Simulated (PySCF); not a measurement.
# C2H6SSi: the cost of one run

Programs: PySCF 2.14.0, with density-fitted response routines of our own. Each step states its level of theory. These are calculated values for one molecule in the gas phase, unless marked as measured. Atoms are numbered from 0 throughout.

## 1. Starting geometry

10 atoms, charge 0, multiplicity 1; geometry from: GFN2-xTB. The atoms were then displaced at random by about 0.01 Å, so the start is not that level's minimum.

Bonds of the start (Å): C0–C1 1.34, C1–Si2 1.89, Si2–S3 2.11, C0–H4 1.06, C0–H5 1.08, C1–H6 1.08, Si2–H7 1.45, Si2–H8 1.49, S3–H9 1.32.

## 2. Optimising the geometry at PBE0-D3(BJ)/def2-SVP

The job: settings as JSON, then the geometry in Å.

```
{"job": {"xc": "PBE0", "basis": "def2-SVP", "d3": "d3bj", "grid": 1, "shake": 0.01, "kind": "geom"}, "charge": 0, "multiplicity": 1}
C      1.640040     0.693280     0.221370
C      0.649220     0.171810    -0.511650
Si    -0.712070    -0.947000     0.161130
S     -2.562510    -0.122980    -0.438360
H      1.698440     0.531890     1.266490
H      2.368940     1.369650    -0.210120
H      0.632350     0.395060    -1.570620
H     -0.673720    -2.258750    -0.450040
H     -0.664230    -0.990130     1.647540
H     -2.326020     1.136260    -0.136790
```

Command:

```console
$ OMP_NUM_THREADS=1 python probes_run.py task.json out
```

The driver reads the jobs from task.json and runs them one after another.

Q: Estimate the wall time and peak memory of this first job on 1 thread of Arm Neoverse V1, shared host.

About 25 s, with a peak of 0.37 GiB.
